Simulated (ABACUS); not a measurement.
The system is Ba2Tl5V3O12.

```
CELL_PARAMETERS angstrom
4.23698 2.44622 6.12840
-4.23698 2.44622 6.12840
0.00000 -4.89244 6.12840
ATOMIC_POSITIONS crystal
Ba 0.50000 0.50000 0.50000
Ba 0.00000 0.00000 0.00000
V 0.50000 0.50000 0.00000
V 0.00000 0.50000 0.50000
V 0.50000 0.00000 0.50000
Tl 0.00000 0.00000 0.50000
Tl 0.50000 0.00000 0.00000
Tl 0.00000 0.50000 0.00000
Tl 0.74045 0.74045 0.74045
Tl 0.25955 0.25955 0.25955
O 0.71652 0.08089 0.41242
O 0.41242 0.71652 0.08089
O 0.08089 0.41242 0.71652
O 0.58757 0.91911 0.28348
O 0.91911 0.28348 0.58757
O 0.28348 0.58757 0.91911
O 0.28348 0.91911 0.58757
O 0.58757 0.28348 0.91911
O 0.91911 0.58757 0.28348
O 0.41242 0.08089 0.71652
O 0.08089 0.71652 0.41242
O 0.71652 0.41242 0.08089
```

The cell was built by a generator and needn't be a form met in nature.

Below is the output of ABACUS 3.10.1 for this cell. Logs are shortened: lines on timing, memory, paths and dates and some standing lists are left out, and cuts for length are marked.

```text
ABACUS v3.10.1

               Atomic-orbital Based Ab-initio Computation at UStc

 ------------------------------------------------------------------------------------

 READING GENERAL INFORMATION
                           global_out_dir = OUT.Ba2Tl5V3O12/
                           global_in_card = INPUT
                               pseudo_dir = ./
                              orbital_dir = ./
                                    DSIZE = 8
                                    GSIZE = 1

 READING UNITCELL INFORMATION
                                    ntype = 4
                  lattice constant (Bohr) = 1.88973
              lattice constant (Angstrom) = 1

 READING ATOM TYPE 1
                               atom label = Ba
                      L=0, number of zeta = 3
                      L=1, number of zeta = 2
                      L=2, number of zeta = 2
             number of atom for this type = 2
               magnetization of element 1 = 0

 READING ATOM TYPE 2
                               atom label = V
                      L=0, number of zeta = 3
                      L=1, number of zeta = 2
                      L=2, number of zeta = 2
                      L=3, number of zeta = 1
             number of atom for this type = 3
               magnetization of element 2 = 2
       magnetization of element 2 (atom2) = -2

 READING ATOM TYPE 3
                               atom label = Tl
                      L=0, number of zeta = 2
                      L=1, number of zeta = 2
                      L=2, number of zeta = 2
             number of atom for this type = 5
               magnetization of element 3 = 0
[... 801 lines left out ...]
 E_one_elec     -633.2815220515      -8616.2371380129
 E_Hartree      435.3016078418       5922.5822152098
 E_xc           -386.6229705365      -5260.2753769828
 E_Ewald        -975.5397580898      -13272.8993355634
 E_entropy(-TS) -0.0067437081        -0.0917528559
 E_descf        0.0000000000         0.0000000000
 E_exx          0.0000000000         0.0000000000
 E_Fermi        0.6202230504         8.4385675165
----------------------------------------------------------

 charge density convergence is achieved
 final etot is -21226.921388 eV
 EFERMI = 8.4385675165 eV
The vacuum level is 8.8959984659 eV

 STATE ENERGY(eV) AND OCCUPATIONS    NSPIN == 2
SPIN UP :
 1/8 kpoint (Cartesian) = 0.0000 0.0000 0.0000 (5424 pws)
       1       -56.7343       0.125000
       2       -56.5226       0.125000
       3       -56.5225       0.125000
       4       -30.6405       0.125000
       5       -30.6032       0.125000
       6       -30.5863       0.125000
[... 728 lines left out ...]
     120        13.3505    2.70375e-44
     121        13.5246    8.32785e-46

[... levels at 10 further k points ...]

-------------------------------------------------
 Total Magnetism (uB)
-------------------------------------------------
                        Ba1        -0.0003500823
                        Ba2         0.0003197173
                         V1        -0.1897259674
                         V2         0.3741662023
                         V3        -0.1897089358
                        Tl1        -0.0018663120
[... 18 lines left out ...]
 correction force for each atom along direction 1 is -6.37078e-10
 correction force for each atom along direction 2 is -4.15503e-10
 correction force for each atom along direction 3 is 8.52729e-09
------------------------------------------------------------------------------------------
 TOTAL-FORCE (eV/Angstrom)
------------------------------------------------------------------------------------------
                       Ba1         0.0000000000         0.0000000000         0.0000355937
                       Ba2         0.0000000000         0.0000000000        -0.0000065799
                        V1         0.0000052456        -0.0000744998        -0.0000591548
                        V2         0.0000618346         0.0000356724        -0.0000540735
                        V3        -0.0000619138         0.0000417755        -0.0000591414
                       Tl1         0.0000000000        -0.0000294829        -0.0001108919
[... 11 lines left out ...]
                        O8        -0.0083044060         0.1555887169         0.0774679598
                        O9        -0.1267336686        -0.0805148556         0.0823218644
                       O10        -0.1302552707         0.0851549824        -0.0773913999
                       O11         0.1330783507         0.0691167235        -0.0822481740
                       O12        -0.0139432144        -0.1546241068        -0.0895643370
------------------------------------------------------------------------------------------

----------------------------------------------------------------
 TOTAL-STRESS (KBAR)
----------------------------------------------------------------
         9.7813972241         0.4685113395        -0.5611782487
         0.4685113395         9.2407746558        -0.3239113860
        -0.5611782487        -0.3239113860        18.6465978628
----------------------------------------------------------------
 TOTAL-PRESSURE: 12.556257 KBAR

 --------------------------------------------
 !FINAL_ETOT_IS -21226.9213882051444671 eV
 --------------------------------------------
```

Question: Write the input and the command behind it.

Answer: Single point with PBE, collinear spin, antiferromagnetic start. The files as run (others can give the same):

INPUT
```
INPUT_PARAMETERS
suffix              Ba2Tl5V3O12
calculation         scf
basis_type          lcao
pseudo_dir          ./
orbital_dir         ./
symmetry            0
dft_functional      pbe
ecutwfc             100
pseudo_rcut         7
nspin               2
nbands              121
ks_solver           genelpa
smearing_method     fd
smearing_sigma      0.00367493
scf_thr             1e-07
scf_nmax            100
mixing_type         broyden
mixing_beta         0.4
cal_force           1
cal_stress          1
out_mul             1
out_chg             1
out_pot             2
out_elf             1
```

STRU
```
ATOMIC_SPECIES
Ba 137.3270 Ba.upf
V 50.9415 V.upf
Tl 204.3800 Tl.upf
O 15.9990 O.upf

NUMERICAL_ORBITAL
Ba_confined-atom_9au_3s2p2d.orb
V_confined-atom_7au_3s2p2d1f.orb
Tl_confined-atom_8au_2s2p2d.orb
O_confined-atom_6au_2s2p1d.orb

LATTICE_CONSTANT
1.8897261246

LATTICE_VECTORS
4.2369800000 2.4462200000 6.1284000000
-4.2369800000 2.4462200000 6.1284000000
0.0000000000 -4.8924400000 6.1284000000

ATOMIC_POSITIONS
Direct

Ba
0.0
2
0.5000000000 0.5000000000 0.5000000000 1 1 1 mag 0
0.0000000000 0.0000000000 0.0000000000 1 1 1 mag 0

V
0.0
3
0.5000000000 0.5000000000 0.0000000000 1 1 1 mag 2
0.0000000000 0.5000000000 0.5000000000 1 1 1 mag -2
0.5000000000 0.0000000000 0.5000000000 1 1 1 mag 2

Tl
0.0
5
0.0000000000 0.0000000000 0.5000000000 1 1 1 mag 0
0.5000000000 0.0000000000 0.0000000000 1 1 1 mag 0
0.0000000000 0.5000000000 0.0000000000 1 1 1 mag 0
0.7404500000 0.7404500000 0.7404500000 1 1 1 mag 0
0.2595500000 0.2595500000 0.2595500000 1 1 1 mag 0

O
0.0
12
0.7165200000 0.0808900000 0.4124200000 1 1 1 mag 0
0.4124200000 0.7165200000 0.0808900000 1 1 1 mag 0
0.0808900000 0.4124200000 0.7165200000 1 1 1 mag 0
0.5875700000 0.9191100000 0.2834800000 1 1 1 mag 0
0.9191100000 0.2834800000 0.5875700000 1 1 1 mag 0
0.2834800000 0.5875700000 0.9191100000 1 1 1 mag 0
0.2834800000 0.9191100000 0.5875700000 1 1 1 mag 0
0.5875700000 0.2834800000 0.9191100000 1 1 1 mag 0
0.9191100000 0.5875700000 0.2834800000 1 1 1 mag 0
0.4124200000 0.0808900000 0.7165200000 1 1 1 mag 0
0.0808900000 0.7165200000 0.4124200000 1 1 1 mag 0
0.7165200000 0.4124200000 0.0808900000 1 1 1 mag 0
```

KPT
```
K_POINTS
0
Gamma
2 2 2 0 0 0
```

Potentials or basis: PseudoDojo NC SR 0.4.1 PBE standard, DZP LCAO (the cutoffs set its grid).
Launch:
```bash
$ OMP_NUM_THREADS=1 mpirun -np 8 abacus > log
```

Caveat: the k mesh is coarse (spacing up to 0.46 Å⁻¹), so the values aren't converged; the atomic orbitals were generated for these runs and aren't a published set; this release of the barium file is off; the basis of atomic orbitals isn't converged, which shifts pressures, moduli and gaps; semilocal functionals often make such compounds metallic where correlation or magnetic order opens a gap, which also shifts bond lengths.
